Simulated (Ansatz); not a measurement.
# GaH₂F: one species, many methods

How much do the methods differ for GaH₂F? The plan is to run it at one geometry with functionals of several rungs and with coupled cluster, and see how far each lands from CCSD(T) at the basis-set limit for the atomisation energy.

Computed with Ansatz 0.2.0, Gaussian basis. Level: functionals in def2-TZVPP, the program's frozen cores in correlated methods.

Plan: LDA (SPW92), PBE-D4, revPBE-D4, BLYP-D4, r2SCAN-D4, B97M-V, PBE0-D4, B3LYP-D4, r2SCANh-D4, r2SCAN0-D4, HSE06-D4, BHLYP-D4, CAM-B3LYP-D4, LC-ωPBE, ωB97X-V, ωB97M-V, B2PLYP, PBE-QIDH; CCSD(T)/def2-SVP; CCSD(T)/def2-TZVPP; CCSD(T)/def2-QZVPP; extrapolation to the limit; RPA on PBE.

## Step 1: The relaxed structure

All runs share one geometry, relaxed beforehand with PBE0-D4 in a triple-zeta def2 set.

SMILES `[F][GaH2]`, 4 atoms, charge 0, spin multiplicity 1.

Atoms are counted from 1 here; the program's logs count them from 0.

Bond lengths: F1–Ga2 1.759 Å, Ga2–H3 1.555 Å, Ga2–H4 1.555 Å. Angles: F1–Ga2–H3 113.8°, F1–Ga2–H4 113.8°, H3–Ga2–H4 132.4°.

As a file:

```xyz
4
FGaH2
F    -0.5535   -0.4990    1.4478
Ga    0.0576    0.0221   -0.1170
H    -0.8819   -0.3280   -1.3062
H     1.4333    0.7444   -0.0448
```

## Step 2: LDA

This LDA is Slater exchange with PW92 correlation.

in.yaml reads:

```yaml
crystal:
  periodic: [false, false, false]
  atoms:
    - {symbol: F, position_ang: [-0.553530, -0.498969, 1.447833]}
    - {symbol: Ga, position_ang: [0.057633, 0.022135, -0.117026]}
    - {symbol: H, position_ang: [-0.881866, -0.328007, -1.306160]}
    - {symbol: H, position_ang: [1.433263, 0.744441, -0.044847]}
basis:
  gaussian: {orbitals: def2-TZVPP}
hamiltonian: {xc: lda}
output: {orbitals: {seedname: orbitals}}
```

The run is started by

```console
$ ansatz run in.yaml --threads 2 --pin off --events-out ev --progress --plain --max-ram 32768MiB --backend cpu
```

After this run come: PBE-D4 (GGA); revPBE-D4 (GGA); BLYP-D4 (GGA); r2SCAN-D4 (meta-GGA); B97M-V (meta-GGA); B3LYP-D4 (hybrid); r2SCANh-D4 (hybrid); r2SCAN0-D4 (hybrid); HSE06-D4 (hybrid); BHLYP-D4 (hybrid); CAM-B3LYP-D4 (range-separated); LC-ωPBE (range-separated); ωB97X-V (range-separated); ωB97M-V (range-separated); B2PLYP (double hybrid); PBE-QIDH (double hybrid); CCSD(T) in def2-SVP; CCSD(T) in def2-TZVPP; CCSD(T) in def2-QZVPP; RPA on PBE orbitals.

Before running them: what should the planned runs give, taken together? Wanted: atomisation energy, CCSD(T)/CBS; farthest beyond LDA; mean size of error, GGA; mean size of error, meta-GGA; mean size of error, hybrid; mean size of error, range-separated; mean size of error, double hybrid; gap, smallest and largest; T1 diagnostic.

**Answer**, as computed:

| quantity | value |
| --- | --- |
| atomisation energy, CCSD(T)/CBS | 1051.4 kJ/mol |
| functionals within 10.5 kJ/mol (1.0 %) | r2SCAN-D4, B97M-V, CAM-B3LYP-D4, LC-ωPBE, ωB97X-V |
| farthest beyond LDA | BHLYP-D4 (-53.0 kJ/mol) |
| mean size of error, GGA | 28.9 kJ/mol |
| mean size of error, meta-GGA | 4.0 kJ/mol |
| mean size of error, hybrid | 32.4 kJ/mol |
| mean size of error, range-separated | 6.0 kJ/mol |
| mean size of error, double hybrid | 20.7 kJ/mol |
| gap, smallest and largest | 4.94 eV (LDA (SPW92)), 12.21 eV (LC-ωPBE) |
| T1 diagnostic | 0.0144 |
| triples share of the correlation energy | 3.1 % |

What this shows: LDA overbinds by 132.3 kJ/mol (13 %). PBE-D4 misses by -17.0 kJ/mol. Double hybrids carry the basis error of their MP2 part in triple zeta, and no dispersion term here, so their miss is partly the set-up's. The rungs meta-GGA, range-separated miss on average by less than the doubt on the reference (10.5 kJ/mol), so they tie. Misses under about 10.5 kJ/mol are within the doubt on the reference itself, which lacks core-valence correlation, relativity and higher excitations, and its outer-core shells are covered unevenly. Hartree-Fock recovers 73 % of the binding; the rest is correlation. CCSD(T) in def2-SVP is off by -60.6 kJ/mol, worse than the median functional, from the basis alone. Orbital gaps span 4.9 to 12.2 eV; exact exchange widens them. Correlated methods include outer-core shells of Ga, which these sets cover unevenly.
